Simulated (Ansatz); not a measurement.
# MoS: the cost of one run

Computed with Ansatz 0.2.0 (the levels named in each step, unless a step's input says otherwise).

## (1) The structure to begin with

Bond lengths: S1–Mo2 2.135 Å.

Coordinates:

```xyz
2

S     0.0000    0.0000    0.0000
Mo    0.0000    0.0000    2.1352
```

## (2) A rough first relaxation, PBE-D4/def2-SVP

input.yaml

```yaml
crystal:
  periodic: [false, false, false]
  atoms:
    - { symbol: S, position_ang: [0.0, 0.0, 0.0] }
    - { symbol: Mo, position_ang: [0.0, 0.0, 2.13521] }
magnetization:
  spin_polarized: true
  initial_magnetization: 4
basis:
  gaussian: { orbitals: def2-SVP }
hamiltonian:
  xc: pbe
  dispersion: d4
relax:
  f_tol: 0.03
  max_steps: 200
```

Started as:

```console
$ ansatz run input.yaml --threads 2 --pin off --max-ram 5120MiB --backend cpu --events-out ev --progress --plain --runs-dir out
```

What time and memory should one allow on 2 threads of Intel Xeon Platinum 8375C at 2.90GHz (Ice Lake), shared host?

About 12 s, with a peak of 0.14 GiB.
